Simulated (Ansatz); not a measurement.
# F4H4OPTa: the cost of one run

Program: Ansatz 0.2.0. Level of theory: RKS PBE0/def2-SVP. These are calculated values, not measurements.

## (1) Starting point

Bond lengths: Ta1–O2 2.370 Å, O2–H3 1.010 Å, Ta1–F4 1.930 Å, Ta1–F5 1.930 Å, Ta1–F6 1.930 Å, Ta1–F7 1.930 Å, Ta1–P8 2.820 Å, P8–H9 1.420 Å, P8–H10 1.420 Å. Angles (14 of 19 angles, heavy atoms first): O2–Ta1–F4 90.0°, O2–Ta1–F5 90.0°, O2–Ta1–F6 120.0°, O2–Ta1–F7 120.0°, O2–Ta1–P8 71.6°, F4–Ta1–F5 180.0°, F4–Ta1–F6 90.0°, F4–Ta1–F7 90.0°, F4–Ta1–P8 59.6°, F5–Ta1–F6 90.0°, F5–Ta1–F7 90.0°, F5–Ta1–P8 120.4°, F6–Ta1–F7 120.0°, F6–Ta1–P8 148.6°.

Structure file:

```xyz
11

Ta    0.0000    0.0000    0.0000
O     2.3700    0.0000    0.0000
H     2.7071   -0.5308    0.7903
F     0.0000    0.0000    1.9300
F     0.0000    0.0000   -1.9300
F    -0.9650    1.6714    0.0000
F    -0.9650   -1.6714    0.0000
P     0.8892   -2.2651    1.4252
H     0.0933   -3.3878    1.0754
H     2.2461   -2.5276    1.0992
H     2.1346   -1.1454    0.7207
```

## (2) A restrained relaxation towards end A

Springs on the bonds that form and break draw the guess towards this end; the thresholds are loose.

File input.yaml:

```yaml
crystal:
  periodic: [false, false, false]
  atoms:
    - { symbol: Ta, position_ang: [0.0, 0.0, 0.0] }
    - { symbol: O, position_ang: [2.37, 0.0, 0.0] }
    - { symbol: H, position_ang: [2.7071, -0.5308, 0.7903] }
    - { symbol: F, position_ang: [0.0, 0.0, 1.93] }
    - { symbol: F, position_ang: [0.0, 0.0, -1.93] }
    - { symbol: F, position_ang: [-0.965, 1.6714, 0.0] }
    - { symbol: F, position_ang: [-0.965, -1.6714, 0.0] }
    - { symbol: P, position_ang: [0.8892, -2.2651, 1.4252] }
    - { symbol: H, position_ang: [0.0933, -3.3878, 1.0754] }
    - { symbol: H, position_ang: [2.2461, -2.5276, 1.0992] }
    - { symbol: H, position_ang: [2.1346, -1.1454, 0.7207] }
basis:
  gaussian: { orbitals: def2-SVP }
hamiltonian:
  xc: pbe0
relax:
  f_tol: 0.15
  max_steps: 25
  restrain:
    - { distance: [0, 7], at: 3.72, k: 30.0 }
    - { distance: [10, 1], at: 2.21, k: 30.0 }
    - { distance: [0, 1], at: 2.02, k: 30.0 }
    - { distance: [10, 7], at: 1.42, k: 30.0 }
output:
  orbitals: {}
```

Launch:

```bash
ansatz run input.yaml --threads 4 --pin off --max-ram 5120MiB --backend cpu --events-out ev --progress --plain --runs-dir out
```

What time and memory should one allow on 4 threads of Intel Xeon Platinum 8259CL at 2.50GHz (Skylake/Cascade Lake), shared host?

About 69 s, with a peak of 0.44 GiB.
